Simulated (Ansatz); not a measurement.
# BrH3InN (SMILES [NH2][InH][Br]): a relaxed scan of the bond length N1–H4

An exercise on one series of results from a longer session: the logs are not shown, and one member is left open.

Method: single points in def2-TZVPP; program: Ansatz 0.2.0, Gaussian basis.

Levels: PBE-D4, r2SCAN-D4, PBE0-D4, B3LYP-D4, wB97M-V, Hartree-Fock, MP2, CCSD, CCSD(T). The scan takes 0.867, 0.897, 0.940, 0.991, 1.047, 1.108, 1.172, 1.240, 1.310 Å.

Correlated methods freeze the cores. Filled d shells of the heavier atoms are correlated. Core potentials replace the inner electrons past krypton, and spin-orbit coupling is left out. B3LYP uses VWN-RPA correlation.

22 further runs of the same task are left out: 22 set aside as unsound or not needed.

## The starting structure

The minimum, relaxed at PBE0-D4: SMILES `[NH2][InH][Br]`, 6 atoms, charge 0, spin multiplicity 1.

Atoms are counted from 1 here; the program's logs count them from 0.

Bond lengths: N1–In2 1.996 Å, N1–H4 1.008 Å, N1–H5 1.007 Å, In2–Br3 2.479 Å, In2–H6 1.695 Å. Angles: In2–N1–H4 118.8°, In2–N1–H5 121.5°, H4–N1–H5 111.0°, N1–In2–Br3 109.9°, N1–In2–H6 130.2°, Br3–In2–H6 119.6°.

Coordinates:

```mol
BrH3InN
  3D, bonds by distance, orders not assigned

  6  5  0  0  0  0  0  0  0  0999 V2000
   -0.0082   -0.6278   -0.9999 N   0  0
    0.1800    0.6516    0.5207 In  0  0
   -0.0787   -0.5496    2.6735 Br  0  0
   -0.4296   -1.5272   -0.8280 H   0  0
   -0.2048   -0.3090   -1.9352 H   0  0
    0.5832    2.2981    0.5227 H   0  0
  1  2  8  0
  1  4  8  0
  1  5  8  0
  2  3  8  0
  2  6  8  0
M  END
```

Energies of the minimum (eV), from earlier single points: PBE-D4 -76749.09681, r2SCAN-D4 -76762.11930, PBE0-D4 -76751.61096, B3LYP-D4 -76764.26270, wB97M-V -76755.37235, CCSD(T) -76701.41860.

At the minimum the bond length N1–H4 is 1.008 Å.

Set-up of the first run:

File relax/in.yaml:

```yaml
crystal:
  periodic: [false, false, false]
  atoms:
    - {symbol: N, position_ang: [-0.008243, -0.627768, -0.999879]}
    - {symbol: In, position_ang: [0.179975, 0.651575, 0.520675]}
    - {symbol: Br, position_ang: [-0.078690, -0.549636, 2.673512]}
    - {symbol: H, position_ang: [-0.370672, -1.401377, -0.852016]}
    - {symbol: H, position_ang: [-0.204757, -0.309016, -1.935198]}
    - {symbol: H, position_ang: [0.583222, 2.298121, 0.522661]}
basis:
  gaussian: {orbitals: def2-TZVP}
hamiltonian: {xc: pbe0, dispersion: d4}
relax: {f_tol: 0.005, max_steps: 200, constraints: [{distance: [0, 3]}]}
```

No record of the launch command was kept for these runs.

Among the steps run: N1–H4 = 0.867 Å; N1–H4 = 0.897 Å; N1–H4 = 0.940 Å; N1–H4 = 0.991 Å; N1–H4 = 1.047 Å; N1–H4 = 1.108 Å; N1–H4 = 1.172 Å; N1–H4 = 1.240 Å; N1–H4 = 1.310 Å.

One of the session's tables, all rows but one given; the rest of the session is left out.

It belongs to the step «The curves». Energies less that of the minimum at the same level (kcal/mol):

```
bond length (Å)  PBE-D4  PBE0-D4  B3LYP-D4  wB97M-V  Hartree-Fock
          0.867    15.4     14.1      14.0     13.8          12.0
          0.897     9.2      8.1       8.1      7.9           6.4
          0.940     3.4      2.7       2.8      2.6           1.6
          0.991       ?        ?         ?        ?             ?
1.008 (minimum)     0.0      0.0       0.0      0.0           0.0
          1.047     0.3      0.7       0.7      0.8           1.4
          1.108     3.1      4.2       4.0      4.3           6.0
          1.172     8.1      9.9       9.6     10.1          13.0
          1.240    14.8     17.4      16.8     17.7          21.8
          1.310    22.4     25.9      25.0     26.2          31.6
```

Estimate the missing values for bond length (Å) = 0.991.

The run gave: PBE-D4: 0.3; PBE0-D4: 0.1; B3LYP-D4: 0.2; wB97M-V: 0.1; Hartree-Fock: -0.1.
